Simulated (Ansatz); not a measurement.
# Rh: the cost of one run

Method: DFT r2SCAN, scalar-relativistic, plane waves, PAW, in Ansatz 0.2.0.

2 further runs of the same task are left out: 2 that didn't finish.

### Step 1. The structure to begin with

The structure is cubic, space group Fm-3m (No. 225). Conventional cell: a = 3.803 Å, b = 3.803 Å, c = 3.803 Å, α = 90.00°, β = 90.00°, γ = 90.00°. Rh (site symmetry m-3m) has 12 Rh at 2.69 Å as nearest neighbours.

Coordinates:

```xyz
1
Lattice="0.0000 1.9016 1.9016 1.9016 0.0000 1.9016 1.9016 1.9016 0.0000" Properties=species:S:1:pos:R:3 pbc="T T T"
Rh    0.0000    0.0000    0.0000
```

Source of the structure: the Crystallography Open Database.

(A quick probe on a coarse mesh, which set the mesh and smearing, is not shown.)

### Step 3. Full relaxation

The input, input.yaml:

```yaml
crystal:
  lattice:
    - [0.0, 1.90155, 1.90155]
    - [1.90155, 0.0, 1.90155]
    - [1.90155, 1.90155, 0.0]
  atoms:
    - { symbol: Rh, position: [0.0, 0.0, 0.0] }
basis:
  ecutwfc: 500
kpoints:
  mp_grid: { grid: [18, 18, 18] }
hamiltonian:
  xc: r2scan
scf:
  occupations: { method: gaussian, width: 0.1 }
output:
  forces: true
  stress: true
  eigenvalues: true
  write_density: true
  write_potential: true
  elf: true
  volumetric_format: npy
relax:
  adjacent_minimum: "off"
  f_tol: 0.005
  max_steps: 80
  cell: { stress_tol: 0.05 }
```

Started as:

```sh
> ansatz run input.yaml --threads 2 --pin off --max-ram 5120MiB --backend cpu --events-out ev --progress --plain --runs-dir out
```

**Question.** How long does this run take on 2 threads of Arm Neoverse V2, shared host, and how much memory does it need?

About 9.6 s, with a peak of 0.35 GiB.
